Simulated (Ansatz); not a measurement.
# SnN4H8: small, medium and large basis sets

One table from this session's results is given with a row withheld; the runs are named, their logs left out.

Computed with Ansatz 0.2.0, Gaussian basis. Level: one geometry, several basis sets.

Levels to be run: PBE0-D4/def2-SVP; ωB97M-V/def2-SVP; PBE0-D4/def2-QZVPP; ωB97M-V/def2-QZVPP; the functionals' def2-TZVPP values are taken from earlier runs.

## Structure used throughout

An earlier PBE0-D4 in a triple-zeta def2 set relaxation fixed the geometry. Sn takes the def2 core potential; no spin-orbit term is included.

SMILES `[NH2][Sn]([NH2])([NH2])[NH2]`, 13 atoms, charge 0, spin multiplicity 1.

Atoms are counted from 1 here; the program's logs count them from 0.

Bond lengths: N1–Sn2 2.019 Å, N1–H6 1.011 Å, N1–H7 1.011 Å, Sn2–N3 2.019 Å, Sn2–N4 2.019 Å, Sn2–N5 2.019 Å, N3–H8 1.011 Å, N3–H9 1.011 Å, N4–H10 1.011 Å, N4–H11 1.011 Å, N5–H12 1.011 Å, N5–H13 1.011 Å. Angles: Sn2–N1–H6 114.2°, Sn2–N1–H7 114.2°, H6–N1–H7 108.4°, N1–Sn2–N3 102.5°, N1–Sn2–N4 124.5°, N1–Sn2–N5 102.5°, N3–Sn2–N4 102.5°, N3–Sn2–N5 124.5°, N4–Sn2–N5 102.5°, Sn2–N3–H8 114.2°, Sn2–N3–H9 114.2°, H8–N3–H9 108.4°, Sn2–N4–H10 114.2°, Sn2–N4–H11 114.2°, H10–N4–H11 108.4°, Sn2–N5–H12 114.2°, Sn2–N5–H13 114.2°, H12–N5–H13 108.4°.

The first run:

The input, in.yaml:

```yaml
crystal:
  periodic: [false, false, false]
  atoms:
    - {symbol: N, position_ang: [-2.000004, 0.174404, 0.195048]}
    - {symbol: Sn, position_ang: [0.001648, -0.002705, 0.001112]}
    - {symbol: N, position_ang: [0.407227, -1.634272, 1.118723]}
    - {symbol: N, position_ang: [0.949819, -0.412899, -1.733320]}
    - {symbol: N, position_ang: [0.649310, 1.862020, 0.424077]}
    - {symbol: H, position_ang: [-2.401690, 0.935100, -0.336660]}
    - {symbol: H, position_ang: [-2.513161, -0.670108, -0.019855]}
    - {symbol: H, position_ang: [1.390590, -1.863604, 1.175114]}
    - {symbol: H, position_ang: [0.034951, -1.595435, 2.058217]}
    - {symbol: H, position_ang: [0.717170, -1.313889, -2.129285]}
    - {symbol: H, position_ang: [0.826635, 0.290843, -2.449048]}
    - {symbol: H, position_ang: [0.302584, 2.232235, 1.299005]}
    - {symbol: H, position_ang: [1.655422, 1.963610, 0.411771]}
basis:
  gaussian: {orbitals: def2-SVP}
hamiltonian: {xc: pbe0, dispersion: d4}
output: {orbitals: {seedname: orbitals}}
```

Launch:

```sh
$ ansatz run in.yaml --threads 2 --pin off --events-out ev --progress --plain --max-ram 32768MiB --backend cpu
```

Among the steps run: PBE0-D4 in def2-SVP; ωB97M-V in def2-SVP; PBE0-D4 in def2-QZVPP; ωB97M-V in def2-QZVPP.

One table of the session follows, with a row left open; its other results are not shown here.

It belongs to the step «Density functionals: the series». 

```
functional       basis  HOMO (eV)  LUMO (eV)
   PBE0-D4    def2-SVP      -6.54       0.27
   PBE0-D4  def2-TZVPP      -6.90      -0.27
   PBE0-D4  def2-QZVPP      -6.96      -0.48
   ωB97M-V    def2-SVP      -8.88       2.08
   ωB97M-V  def2-TZVPP          ?          ?
   ωB97M-V  def2-QZVPP      -9.32       1.00
```

Estimate the missing values for ωB97M-V, def2-TZVPP.

The run gave: HOMO (eV): -9.26; LUMO (eV): 1.34. In the column «HOMO (eV)» it lies between ωB97M-V, def2-QZVPP (-9.32) and ωB97M-V, def2-SVP (-8.88).
